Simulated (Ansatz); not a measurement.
# CH6AlNSi: the cost of one run

All numbers are computed with Ansatz 0.2.0 through its Python package. Level of theory: Hartree-Fock/6-31G*.

## 1. The structure

Bond lengths: C1–N2 1.447 Å, N2–Si3 1.770 Å, C1–Al4 1.997 Å, Si3–Al4 2.292 Å, C1–H5 1.164 Å, C1–H6 1.150 Å, N2–H7 1.070 Å, Si3–H8 1.420 Å, Si3–H9 1.531 Å, Al4–H10 1.525 Å. Angles (14 of 18 angles, heavy atoms first): C1–N2–Si3 97.9°, N2–C1–Al4 107.3°, N2–Si3–Al4 85.9°, C1–Al4–Si3 68.8°, C1–N2–H7 108.1°, Si3–N2–H7 106.3°, N2–C1–H5 108.9°, N2–C1–H6 111.7°, Al4–C1–H5 112.1°, Al4–C1–H6 112.1°, N2–Si3–H8 113.8°, N2–Si3–H9 110.4°, Al4–Si3–H8 116.8°, Al4–Si3–H9 112.9°.

The script holds or builds the structure itself.

## 2. The script

ch6alnsi.py reads:

```python
"""Stretching a bond of CH6AlNSi, the rest held rigid."""

import logging
import sys

import ansatz
import numpy as np

logging.basicConfig(stream=sys.stdout, format="[%(levelname)s] %(message)s")
log = logging.getLogger("run")
log.setLevel(logging.INFO)


def main() -> None:
    geometry_ang = [
        ("C", (-0.6296, 0.8054, -0.5233)),
        ("N", (-0.6312, 0.5387, 0.8993)),
        ("Si", (0.2333, -1.0049, 0.8572)),
        ("Al", (0.4293, -0.645, -1.3976)),
        ("H", (-1.7295, 0.8334, -0.9024)),
        ("H", (-0.2107, 1.8505, -0.7598)),
        ("H", (0.0274, 1.239, 1.3693)),
        ("H", (-0.5544, -2.1145, 1.2616)),
        ("H", (1.5685, -0.8888, 1.5964)),
        ("H", (1.58, -0.6649, -2.3976)),
    ]
    system = ansatz.Crystal.molecule()
    for symbol, xyz in geometry_ang:
        system = system.atom(symbol, xyz)

    symbols = [site.symbol for site in system.cartesian_sites]
    start = np.array([site.position_ang for site in system.cartesian_sites])
    axis = (start[8] - start[2]) / np.linalg.norm(start[8] - start[2])
    moving = [8]
    lengths, energies = [1.3, 1.41, 1.53, 1.68, 1.91, 2.3, 2.76, 3.37], []
    for length in lengths:
        xyz = start.copy()
        xyz[moving] += (length - np.linalg.norm(start[8] - start[2])) * axis
        point = ansatz.Crystal.molecule()
        for symbol, place in zip(symbols, xyz):
            point = point.atom(symbol, place.tolist())
        job = (
            point.calculation()
            .basis(gaussian="6-31G*")
            .functional("hf")
        )
        summary = job.run().report
        energies.append(summary["free_energy_ev"])
        log.info(f"r = {length:6.3f} A  E = {energies[-1]:.5f} eV  <S^2> = {abs(summary['mean_field']['state']['spin_squared']):.3f}")

    print("energy above the lowest point (eV):", [round(e - min(energies), 3) for e in energies])


if __name__ == "__main__":
    main()
```

## 3. The input behind the calls

The engine receives this input (first run):

```yaml
crystal:
  periodic: [false, false, false]
  atoms:
    - { symbol: C, position_ang: [-0.6296, 0.8054, -0.5233] }
    - { symbol: "N", position_ang: [-0.6312, 0.5387, 0.8993] }
    - { symbol: Si, position_ang: [0.2333, -1.0049, 0.8572] }
    - { symbol: Al, position_ang: [0.4293, -0.645, -1.3976] }
    - { symbol: H, position_ang: [-1.7295, 0.8334, -0.9024] }
    - { symbol: H, position_ang: [-0.2107, 1.8505, -0.7598] }
    - { symbol: H, position_ang: [0.0274, 1.239, 1.3693] }
    - { symbol: H, position_ang: [-0.5544, -2.1145, 1.2616] }
    - { symbol: H, position_ang: [1.3673586579196046, -0.9062898965065413, 1.4850431395552515] }
    - { symbol: H, position_ang: [1.58, -0.6649, -2.3976] }
basis:
  gaussian:
    orbitals: "6-31G*"
hamiltonian:
  xc: hf
```

## 4. Running it

Launch:

```
python ch6alnsi.py
```

Q: Estimate wall time and peak memory on 1 thread of Arm Neoverse V2, shared host.

About 6 s, with a peak of 0.2 GiB.
